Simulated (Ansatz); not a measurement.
**C₃H₇FSn: a ladder of functionals and wavefunction methods**

The task here is to estimate one member of a computed series from the others.

The runs use Ansatz 0.2.0, Gaussian basis; functionals in def2-TZVPP, the program's frozen cores in correlated methods.

The runs, in order: LDA (SPW92), PBE-D4, revPBE-D4, BLYP-D4, r2SCAN-D4, B97M-V, PBE0-D4, B3LYP-D4, r2SCANh-D4, r2SCAN0-D4, HSE06-D4, BHLYP-D4, CAM-B3LYP-D4, LC-ωPBE, ωB97X-V, ωB97M-V, B2PLYP, PBE-QIDH; CCSD(T)/def2-SVP; CCSD(T)/def2-TZVPP; MP2/def2-QZVPP; extrapolation to the limit; RPA on PBE.

## Structure used throughout

An earlier PBE0-D4 in a triple-zeta def2 set relaxation fixed the geometry. Sn takes the def2 core potential; no spin-orbit term is included.

SMILES `C=C[CH2][SnH2][F]`, 12 atoms, charge 0, spin multiplicity 1.

Atoms are counted from 1 here; the program's logs count them from 0.

Bond lengths: C1–C2 1.328 Å, C1–H6 1.086 Å, C1–H7 1.083 Å, C2–C3 1.483 Å, C2–H8 1.088 Å, C3–Sn4 2.150 Å, C3–H9 1.093 Å, C3–H10 1.093 Å, Sn4–F5 1.932 Å, Sn4–H11 1.705 Å, Sn4–H12 1.708 Å. Angles: C2–C1–H6 121.6°, C2–C1–H7 121.3°, H6–C1–H7 117.0°, C1–C2–C3 125.2°, C1–C2–H8 118.9°, C3–C2–H8 115.8°, C2–C3–Sn4 110.3°, C2–C3–H9 112.1°, C2–C3–H10 112.1°, Sn4–C3–H9 105.5°, Sn4–C3–H10 108.0°, H9–C3–H10 108.6°, C3–Sn4–F5 103.0°, C3–Sn4–H11 113.7°, C3–Sn4–H12 115.2°, F5–Sn4–H11 104.7°, F5–Sn4–H12 104.3°, H11–Sn4–H12 114.0°.

As a file:

| atom | x (Å) | y (Å) | z (Å) |
| --- | --- | --- | --- |
| C1 | -1.4134 | -1.5474 | 0.3672 |
| C2 | -0.4483 | -0.7321 | 0.7777 |
| C3 | 0.7933 | -0.4306 | 0.0253 |
| Sn4 | 0.7190 | 1.5679 | -0.7625 |
| F5 | 0.5399 | 2.6557 | 0.8242 |
| H6 | -1.3424 | -2.0865 | -0.5727 |
| H7 | -2.3064 | -1.7053 | 0.9592 |
| H8 | -0.5666 | -0.2114 | 1.7255 |
| H9 | 1.6785 | -0.4598 | 0.6653 |
| H10 | 0.9448 | -1.1176 | -0.8106 |
| H11 | -0.6847 | 1.8946 | -1.6730 |
| H12 | 2.1632 | 2.1174 | -1.4913 |

The first run:

The input, in.yaml:

```yaml
crystal:
  periodic: [false, false, false]
  atoms:
    - {symbol: C, position_ang: [-1.413363, -1.547368, 0.367198]}
    - {symbol: C, position_ang: [-0.448320, -0.732141, 0.777695]}
    - {symbol: C, position_ang: [0.793280, -0.430586, 0.025321]}
    - {symbol: Sn, position_ang: [0.718973, 1.567942, -0.762539]}
    - {symbol: F, position_ang: [0.539941, 2.655710, 0.824202]}
    - {symbol: H, position_ang: [-1.342382, -2.086526, -0.572735]}
    - {symbol: H, position_ang: [-2.306431, -1.705346, 0.959217]}
    - {symbol: H, position_ang: [-0.566597, -0.211383, 1.725520]}
    - {symbol: H, position_ang: [1.678517, -0.459800, 0.665284]}
    - {symbol: H, position_ang: [0.944847, -1.117570, -0.810591]}
    - {symbol: H, position_ang: [-0.684741, 1.894611, -1.673036]}
    - {symbol: H, position_ang: [2.163176, 2.117355, -1.491338]}
basis:
  gaussian: {orbitals: def2-TZVPP}
hamiltonian: {xc: lda}
output: {orbitals: {seedname: orbitals}}
```

Steps of the session up to this table: LDA; PBE-D4 (GGA); revPBE-D4 (GGA); BLYP-D4 (GGA); r2SCAN-D4 (meta-GGA); B97M-V (meta-GGA); PBE0-D4 (hybrid); B3LYP-D4 (hybrid); r2SCANh-D4 (hybrid); r2SCAN0-D4 (hybrid); HSE06-D4 (hybrid); BHLYP-D4 (hybrid); CAM-B3LYP-D4 (range-separated); LC-ωPBE-D4 (range-separated; the results give it without D4); ωB97X-V (range-separated); ωB97M-V (range-separated); B2PLYP (double hybrid); PBE-QIDH (double hybrid).

One of the session's tables, all rows but one given; the rest of the session is left out.

It belongs to the step «Orbital energies across the functionals». 

| functional | HOMO (eV) | gap (eV) |
| --- | --- | --- |
| LDA (SPW92) | -6.28 | 4.53 |
| PBE-D4 | -6.10 | 4.61 |
| revPBE-D4 | -6.04 | 4.65 |
| BLYP-D4 | -5.96 | 4.55 |
| r2SCAN-D4 | ? | ? |
| B97M-V | -6.30 | 4.96 |
| PBE0-D4 | -7.16 | 6.48 |
| B3LYP-D4 | -6.96 | 6.03 |
| r2SCANh-D4 | -6.68 | 5.75 |
| r2SCAN0-D4 | -7.29 | 6.78 |
| HSE06-D4 | -6.76 | 5.72 |
| BHLYP-D4 | -8.08 | 8.14 |
| CAM-B3LYP-D4 | -8.43 | 8.63 |
| LC-ωPBE | -9.76 | 11.10 |
| ωB97X-V | -9.39 | 10.59 |
| ωB97M-V | -9.29 | 10.17 |

Q: Estimate the row for r2SCAN-D4 from the others.

Worked estimate for «HOMO (eV)». Against the share of exact exchange, r2SCANh-D4 (0.1, -6.68), r2SCAN0-D4 (0.25, -7.29) give a slope of -4.07 per unit share; at 0 the line stands at -6.27.

**Answer.** HOMO (eV): -6.28; gap (eV): 5.05. In «HOMO (eV)» the line misses by +0.01.
